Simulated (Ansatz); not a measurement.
**Ge₂HF (singlet): RPA-PBE over vertical spin and charge gaps and displaced geometries, cc-pVDZ**

How well do these functionals follow the top wave-function level for Ge₂HF (singlet) over vertical spin and charge gaps and displaced geometries?

The runs use Ansatz 0.2.0, Gaussian basis; cc-pVDZ, all electrons in the functionals, frozen cores in the correlation of double hybrids and RPA.

Plan: RPA-PBE, at charge 0, singlet; charge 1, doublet; displaced geometry v1; displaced geometry v2.

12 further runs of the same task are left out: 5 that didn't finish, 7 set aside as unsound or not needed. Runs told in other sessions of the task aren't counted.

**1. The system**

The geometry is a PBE0/def2-TZVP stationary point (not a proven minimum). No spin-orbit coupling is included. The filled d shell of Ge may be among the frozen orbitals whatever the setting's name suggests.

4 atoms, charge 0, spin multiplicity 1.

Atoms are counted from 1 here; the program's logs count them from 0.

Bond lengths: F1–Ge2 1.768 Å, Ge2–Ge3 2.676 Å, Ge3–H4 1.602 Å. Angles: F1–Ge2–Ge3 94.2°, Ge2–Ge3–H4 88.7°.

As a file:

```xyz
4
charge 0, multiplicity 1
F     0.0000   -1.2706    1.5999
Ge    0.0000    0.4289    1.1133
Ge    0.0000   -0.1169   -1.5068
H     0.0000    1.4590   -1.7971
```

No dispersion term is added.

The geometry shown and the zero of energy belong to the point charge 0, singlet. The yardstick, UCCSD(T), and other wave-function levels (R restricted, U unrestricted, valence and pair active spaces) come from earlier runs.

**2. RPA-PBE, charge 0, singlet**

File in.yaml:

```yaml
crystal:
  periodic: [false, false, false]
  atoms:
    - {symbol: F, position_ang: [0.000000, -1.270593, 1.599859]}
    - {symbol: Ge, position_ang: [0.000000, 0.428948, 1.113286]}
    - {symbol: Ge, position_ang: [0.000000, -0.116879, -1.506780]}
    - {symbol: H, position_ang: [0.000000, 1.458985, -1.797121]}
basis:
  gaussian: {orbitals: cc-pVDZ}
magnetization: {spin_polarized: true, initial_magnetization: 0}
hamiltonian: {xc: {name: PBE}}
correlation: {method: rpa, electrons: outside_noble_gas}
```

Command:

```sh
$ ansatz run in.yaml --threads 1 --pin off --events-out ev --progress --plain --max-ram 2393MiB
```

What it wrote:

```text
Functional definition: PBE
  name "PBE"
  cite "Perdew, Burke & Ernzerhof, Phys. Rev. Lett. 77, 3865 (1996) doi:10.1103/PhysRevLett.77.3865"
  parent pbe
  parameter kappa = 0.804
  parameter beta = 0.06672455060314922
  exchange = pbe_x(kappa = kappa, mu = beta*pi^2/3)
  correlation = pbe_c(beta = beta)
832 factors; integrals over basis functions are off by at most 1.1e-3 eV
mean field evaluation 1: about -115745.0120 eV, gradient 2.5e1 eV
mean field evaluation 2: about -115745.0062 eV, gradient 2.5e1 eV
mean field evaluation 4: about -115743.4552 eV, gradient 1.6e1 eV
mean field evaluation 8: about -115747.3359 eV, gradient 1.5e-2 eV
mean field evaluation 16: about -115747.5865 eV, gradient 5.3e-1 eV
mean field evaluation 32: about -115747.2721 eV, gradient 1.8e0 eV
mean field evaluation 64: about -115747.5082 eV, gradient 1.0e-6 eV
mean field evaluation 96: about -115747.3354 eV, gradient 9.9e-2 eV
mean field evaluation 128: about -115747.0963 eV, gradient 3.7e0 eV
mean field evaluation 160: about -115673.3163 eV, gradient 7.5e1 eV
mean field evaluation 192: about -115747.1190 eV, gradient 1.9e0 eV
mean field -115747.59397371 eV, -4253.6456219967 hartree, gradient 1.3e-6 eV, S^2 0.886617; 15 other end points of the search recorded, 0 dependent functions left out
29 core orbitals not correlated: weight in the atoms' cores, before any rotation towards them, 0.919 or more for the frozen orbitals, at most 0.085 for the correlated occupied ones
reference -115665.22989046 eV, -4250.6187977657 hartree; 8, 8 occupied and 36, 36 virtual orbitals, 832 factors
Total energy: -115680.42931390 eV, -4251.1773662747 hartree
```

Wall time 39 s (1 thread of Arm Neoverse V2, shared host).

From the report: ⟨S²⟩ of the determinant 0.887 (pure singlet: 0.00). The determinant of RPA-PBE (⟨S²⟩ 0.89) is far from a pure spin state, so its energy mixes those of several spin states; that is harmless only where they are near-degenerate.

**3. RPA-PBE, charge 1, doublet**

in.yaml, as its differences from that of step 2:

```diff
@@ -9,3 +9,4 @@
   gaussian: {orbitals: cc-pVDZ}
-magnetization: {spin_polarized: true, initial_magnetization: 0}
+total_charge: 1
+magnetization: {spin_polarized: true, initial_magnetization: 1}
 hamiltonian: {xc: {name: PBE}}
```

Same command.

What it wrote, cut to the lines that bear on the results:

```text
Functional definition: PBE
  name "PBE"
  cite "Perdew, Burke & Ernzerhof, Phys. Rev. Lett. 77, 3865 (1996) doi:10.1103/PhysRevLett.77.3865"
  parent pbe
[...]
832 factors; integrals over basis functions are off by at most 1.1e-3 eV
[...]
mean field -115739.94899114 eV, -4253.3646740691 hartree, gradient 3.9e-6 eV, S^2 0.753966; 8 other end points of the search recorded, 0 dependent functions left out
29 core orbitals not correlated: weight in the atoms' cores, before any rotation towards them, 0.949 or more for the frozen orbitals, at most 0.058 for the correlated occupied ones
reference -115658.18758416 eV, -4250.3599977826 hartree; 8, 7 occupied and 36, 37 virtual orbitals, 832 factors
Total energy: -115672.93630803 eV, -4250.9020033879 hartree
```

Run time: 17 s. Hardware: 1 thread of Arm Neoverse V2, shared host.

From the report: ⟨S²⟩ of the determinant 0.754 (pure doublet: 0.75).

From charge 0, singlet: +172.8 kcal/mol.

**4. RPA-PBE, displaced geometry v1**

File in.yaml:

```yaml
crystal:
  periodic: [false, false, false]
  atoms:
    - {symbol: F, position_ang: [-0.020008, -1.282350, 1.628536]}
    - {symbol: Ge, position_ang: [-0.020841, 0.401048, 1.130810]}
    - {symbol: Ge, position_ang: [0.027123, -0.085469, -1.531869]}
    - {symbol: H, position_ang: [-0.075654, 1.427581, -1.792408]}
basis:
  gaussian: {orbitals: cc-pVDZ}
magnetization: {spin_polarized: true, initial_magnetization: 0}
hamiltonian: {xc: {name: PBE}}
correlation: {method: rpa, electrons: outside_noble_gas}
```

Same command.

What it wrote, cut to the lines that bear on the results:

```text
Functional definition: PBE
  name "PBE"
  cite "Perdew, Burke & Ernzerhof, Phys. Rev. Lett. 77, 3865 (1996) doi:10.1103/PhysRevLett.77.3865"
  parent pbe
[...]
831 factors; integrals over basis functions are off by at most 1.2e-3 eV
[...]
mean field -115747.53585319 eV, -4253.6434861069 hartree, gradient 3.1e-6 eV, S^2 0.887067; 10 other end points of the search recorded, 0 dependent functions left out
29 core orbitals not correlated: weight in the atoms' cores, before any rotation towards them, 0.908 or more for the frozen orbitals, at most 0.096 for the correlated occupied ones
reference -115665.22121017 eV, -4250.6184787708 hartree; 8, 8 occupied and 36, 36 virtual orbitals, 831 factors
Total energy: -115680.38442052 eV, -4251.1757164735 hartree
```

It took 20 s on 1 thread of Arm Neoverse V2, shared host.

From the report: ⟨S²⟩ of the determinant 0.887 (pure singlet: 0.00). The determinant of RPA-PBE (⟨S²⟩ 0.89) is far from a pure spin state, so its energy mixes those of several spin states; that is harmless only where they are near-degenerate.

From charge 0, singlet: +1.0 kcal/mol.

**5. RPA-PBE, displaced geometry v2**

File in.yaml:

```yaml
crystal:
  periodic: [false, false, false]
  atoms:
    - {symbol: F, position_ang: [0.111276, -1.263220, 1.593132]}
    - {symbol: Ge, position_ang: [-0.053598, 0.444695, 1.118153]}
    - {symbol: Ge, position_ang: [0.023022, -0.133556, -1.510094]}
    - {symbol: H, position_ang: [0.106131, 1.387038, -1.782221]}
basis:
  gaussian: {orbitals: cc-pVDZ}
magnetization: {spin_polarized: true, initial_magnetization: 0}
hamiltonian: {xc: {name: PBE}}
correlation: {method: rpa, electrons: outside_noble_gas}
```

Same command.

What it wrote, cut to the lines that bear on the results:

```text
Functional definition: PBE
  name "PBE"
  cite "Perdew, Burke & Ernzerhof, Phys. Rev. Lett. 77, 3865 (1996) doi:10.1103/PhysRevLett.77.3865"
  parent pbe
[...]
831 factors; integrals over basis functions are off by at most 1.2e-3 eV
[...]
mean field -115747.54539244 eV, -4253.6438366682 hartree, gradient 1.9e-6 eV, S^2 0.864050; 8 other end points of the search recorded, 0 dependent functions left out
29 core orbitals not correlated: weight in the atoms' cores, before any rotation towards them, 0.930 or more for the frozen orbitals, at most 0.075 for the correlated occupied ones
reference -115665.18122313 eV, -4250.6170092744 hartree; 8, 8 occupied and 36, 36 virtual orbitals, 831 factors
Total energy: -115680.38706722 eV, -4251.1758137378 hartree
```

It took 15 s on 1 thread of Arm Neoverse V2, shared host.

From the report: ⟨S²⟩ of the determinant 0.864 (pure singlet: 0.00). The determinant of RPA-PBE (⟨S²⟩ 0.86) is far from a pure spin state, so its energy mixes those of several spin states; that is harmless only where they are near-degenerate.

From charge 0, singlet: +1.0 kcal/mol.

**6. The comparison**

No level is safe as a reference over these points; UCCSD(T) serves as a yardstick only. It comes from earlier runs at the same points. Energies in kcal/mol, counted from charge 0, singlet; blanks weren't run or aren't comparable.

```
   level  ionisation to the doublet cation  displacement v1  displacement v2
UCCSD(T)                             169.4              0.9              0.9
 RPA-PBE                             172.8              1.0              1.0
```

Largest miss and mean time a point (UCCSD(T) took 59 s a point; shared hosts):

```
  level  largest miss (kcal/mol)                             where  time a point
RPA-PBE                     +3.4  ionisation to the doublet cation          23 s
```

**7. Summary of results**

```
                                  quantity                                             value
ionisation to the doublet cation, UCCSD(T)                                    169.4 kcal/mol
                 displacement v1, UCCSD(T)                                      0.9 kcal/mol
                 displacement v2, UCCSD(T)                                      0.9 kcal/mol
                     largest miss, RPA-PBE  +3.4 kcal/mol (ionisation to the doublet cation)
```

What this shows: RPA-PBE strays by up to 3.4 kcal/mol, at ionisation to the doublet cation. RPA-PBE clearly breaks the spin symmetry at some points (⟨S²⟩ up to 0.89 above the pure value), so energy there is bought with a mixed spin. Functionals and the yardstick converge differently with the basis, so part of each miss in cc-pVDZ is the basis. The yardstick itself may be off where one determinant is a poor start.
